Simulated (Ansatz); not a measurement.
This script drives the Python package of Ansatz (0.2.0).

`run_opt.py`
```python
'''Relax the CH8BNOSi molecule.'''

import itertools
import warnings

import ansatz as az
from ase.data import atomic_numbers, covalent_radii
import numpy as np
import pandas as pd

warnings.simplefilter('ignore', az.DeckWarning)

molecule = (
    az.Crystal.molecule()
    .atom('B', (-1.2185, 2.2023, 0.8901))
    .atom('N', (-1.4827, 0.7668, 0.5815))
    .atom('Si', (0.0198, 0.1231, -0.0971))
    .atom('O', (-0.061, -1.5581, -0.4073))
    .atom('C', (1.0779, -2.0696, -0.9363))
    .atom('H', (-0.4534, 2.6086, 1.6631))
    .atom('H', (-1.9361, 3.0556, 0.372))
    .atom('H', (-1.6057, 0.3111, 1.4908))
    .atom('H', (0.3844, 0.8446, -1.2903))
    .atom('H', (1.1389, 0.3234, 0.9159))
    .atom('H', (1.3287, -1.5723, -1.8626))
    .atom('H', (0.9725, -3.1377, -1.107))
    .atom('H', (1.8557, -1.9324, -0.1978))
)

base = (
    molecule.calculation()
    .basis(gaussian='def2-SVP')
    .functional('r2scan', dispersion='d4')
    .scf(lower_state_search='light')
)
symbols = [site.symbol for site in molecule.cartesian_sites]
start = np.array([site.position_ang for site in molecule.cartesian_sites], dtype=float)
def progress(event):
    if event['event'] == 'relax_step':
        row = event['data']
        print(f'step {row["step"]:3d}  E = {row["lagrangian_ev"]:.6f} eV  largest force component {row["allowed_force_max_ev_ang"]:.4f} eV/A')


r = base.relax(force_tolerance=0.01, max_steps=100).session().plan().execute(on_event=progress).report
end = np.array(r['positions_ang'])

print('reference energy %16.6f eV' % r['reference_energy_ev'])
print('total energy     %16.6f eV' % r['free_energy_ev'])
print('occupied orbitals outside the frozen core (up, down):', r['n_occupied'], ' frozen:', r['n_frozen'], ' virtual:', r['n_virtual'])

# pairs closer than 1.2 times the sum of covalent radii, before or after
radius = [covalent_radii[atomic_numbers[s]] for s in symbols]
span = lambda where, i, j: np.linalg.norm(where[i] - where[j])
bonded = [(i, j) for i, j in itertools.combinations(range(len(symbols)), 2) if min(span(start, i, j), span(end, i, j)) < 1.2 * (radius[i] + radius[j])]
print('pair        before    after (A)')
for i, j in bonded:
    print(f'{symbols[i]}{i}-{symbols[j]}{j}'.ljust(10), f'{span(start, i, j):8.4f} {span(end, i, j):8.4f}')

charges = r['charge_distribution']
table = pd.DataFrame({'atom': symbols, 'mulliken': charges['mulliken_charges_e'], 'lowdin': charges['lowdin_charges_e']})
print(table.round(3).to_string())
print('dipole (e A):', np.round(charges['dipole_moment_e_ang'], 4) + 0.0)
```

It is started by `python run_opt.py`. Estimate its wall time and peak memory on 1 thread of Arm Neoverse V1 (shared host).

It took about 3.7 min, with a peak of 0.31 GiB, for 1 run of the engine.

Output of `python run_opt.py`:
```text
step   1  E = -13248.375634 eV  largest force component 2.5997 eV/A
step   2  E = -13248.787352 eV  largest force component 1.9198 eV/A
step   3  E = -13249.001597 eV  largest force component 0.8746 eV/A
step   4  E = -13249.231475 eV  largest force component 0.6326 eV/A
step   5  E = -13249.428565 eV  largest force component 0.5726 eV/A
step   6  E = -13249.629090 eV  largest force component 0.5960 eV/A
step   7  E = -13249.786734 eV  largest force component 0.5573 eV/A
step   8  E = -13249.908973 eV  largest force component 0.4573 eV/A
step   9  E = -13249.999163 eV  largest force component 0.3472 eV/A
step  10  E = -13250.057603 eV  largest force component 0.2200 eV/A
step  11  E = -13250.086480 eV  largest force component 0.1829 eV/A
step  12  E = -13250.092744 eV  largest force component 0.1517 eV/A
step  13  E = -13250.091479 eV  largest force component 0.2556 eV/A
step  14  E = -13250.098525 eV  largest force component 0.0695 eV/A
step  15  E = -13250.101273 eV  largest force component 0.0837 eV/A
step  16  E = -13250.102091 eV  largest force component 0.0961 eV/A
step  17  E = -13250.102670 eV  largest force component 0.0719 eV/A
step  18  E = -13250.103715 eV  largest force component 0.0217 eV/A
step  19  E = -13250.104208 eV  largest force component 0.0442 eV/A
step  20  E = -13250.104433 eV  largest force component 0.0457 eV/A
step  21  E = -13250.104422 eV  largest force component 0.0727 eV/A
step  22  E = -13250.104654 eV  largest force component 0.0282 eV/A
step  23  E = -13250.104794 eV  largest force component 0.0248 eV/A
step  24  E = -13250.104890 eV  largest force component 0.0200 eV/A
step  25  E = -13250.104930 eV  largest force component 0.0211 eV/A
step  26  E = -13250.104891 eV  largest force component 0.0371 eV/A
step  27  E = -13250.105007 eV  largest force component 0.0103 eV/A
step  28  E = -13250.105018 eV  largest force component 0.0072 eV/A
reference energy    -13250.043738 eV
total energy        -13250.105030 eV
occupied orbitals outside the frozen core (up, down): [24, 24]  frozen: 0  virtual: [90, 90]
pair        before    after (A)
B0-N1        1.4919   1.4072
B0-H5        1.1610   1.2095
B0-H6        1.2294   1.2100
N1-Si2       1.7698   1.7467
N1-H7        1.0245   1.0193
Si2-O3       1.7115   1.6618
Si2-H8       1.4413   1.4879
Si2-H9       1.5227   1.4967
O3-C4        1.3559   1.4096
C4-H10       1.0809   1.1062
C4-H11       1.0868   1.1010
C4-H12       1.0813   1.1071
   atom  mulliken  lowdin
0     B     0.031  -0.224
1     N    -0.305   0.173
2    Si     0.691   0.291
3     O    -0.516  -0.054
4     C     0.153   0.093
5     H    -0.050  -0.041
6     H    -0.053  -0.034
7     H     0.166   0.037
8     H    -0.106  -0.084
9     H    -0.123  -0.104
10    H     0.035  -0.018
11    H     0.046  -0.016
12    H     0.031  -0.018
dipole (e A): [ 0.3275 -0.3337  0.0404]
```

Notes:
- These settings explore the input space; basis and method may be short of convergence.
- The end point is the stationary point reached from this start; no frequency run checks that it is a minimum, and the basis set is modest.
- The Löwdin charges here are taken after orthogonalising the functions within each atom; they differ from plain Löwdin charges, and their signs can be unphysical.
- Total less reference energy is the dispersion correction.
